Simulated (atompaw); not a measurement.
# Thulium: generating and testing a PAW (atompaw) potential

Task: generate the file, and judge it by its logarithmic derivatives, its ghosts and its cutoff.

Program: atompaw 4.2.0.5. Reference atom: PBE, scalar-relativistic, spherical and spin-unpolarised. All values are calculated.

## 1. The design

Typed settings, in words:

```
element                 : thulium (Tm, Z = 69)
type                    : PAW
frozen core             : [Xe]
valence charge          : 15
reference configuration : 4f13 5d0 6s1.5 6p0 (charge +0.5)
partial waves           : 6s (bound): rc 3.00 bohr; 6s channel at 0.5 Ry: rc 3.00 bohr; 6p (bound, empty): rc 3.00 bohr; 6p channel at 3.7 Ry: rc 3.00 bohr; 5d (bound, empty): rc 3.00 bohr; 5d channel at 0.7 Ry: rc 3.00 bohr; 4f (bound): rc 1.35 bohr; 4f channel at 0.7 Ry: rc 1.35 bohr
local potential         : troulliermartins scheme with l = 4 at 0 Ry, radius 2.50 bohr
core correction         : smooth core density matched at 2.40 bohr
augmentation charge     : sinc compensation charge, radius 2.70 bohr; PAW radius 3.00 bohr; waves and projectors: custom rrkj vanderbiltortho
```

## 2. The generation run

The input, Tm.input:

```
Tm 69
GGA-PBE scalarrelativistic loggrid 2001 logderivrange -2 5 176
6 6 5 4 0 0
6 0 1.5
6 1 0
5 2 0
4 3 13
0 0 0
c
c
c
c
c
v
c
c
c
c
v
c
c
v
v
3
3.00 2.70 2.50 2.40
y
0.5
n
y
3.7
n
y
0.7
n
y
0.7
n
custom rrkj vanderbiltortho sinc
4 0 troulliermartins
3.00
3.00
3.00
3.00
3.00
3.00
1.35
1.35
PWSCFOUT
UPFDX 0.0125d0 UPFXMIN -7.d0 UPFZMESH 69.d0
END
```

The run is started by

```console
atompaw < Tm.input > Tm.log
```

Before running it: what results should come out? Wanted: cutoffs for 10 and 1 mRy, occupied levels; bound ghosts; largest phase difference near zero energy, channels read; lowest eigenvalue of the overlap; share of valence orbitals outside the PAW sphere; UPF file.

The runs gave:

| quantity | value |
| --- | --- |
| cutoffs for 10 and 1 mRy, occupied levels | 100 Ry and 160 Ry |
| bound ghosts | s at -21.63 eV |
| largest phase difference near zero energy, channels read | 2.860 rad |
| lowest eigenvalue of the overlap (Bessel basis) | 0.018 (d) |
| share of valence orbitals outside the PAW sphere | 6s 70 %, 6p 91 %, 5d 44 %, 4f 1 % |
| UPF file | written |

What this shows: It has a bound ghost (s), a state that the atom doesn't have, and that rules the file out. It counts as hard, with 100 Ry needed at the looser tolerance. The slowest occupied level is 4f: taken alone it needs 100 Ry to come within 1 mRy, against 6 Ry or less for 6s. Of the channels read, p scatters worst near zero energy, by up to 2.86 rad. A step near π is an extra or missing state, not a misfit of shape. The pseudo curves have poles with no partner nearby in the atom's: s at -1.59 Ry, p at 0.31 Ry, d at 1.95 Ry. At positive energy that is a spurious or a displaced resonance.
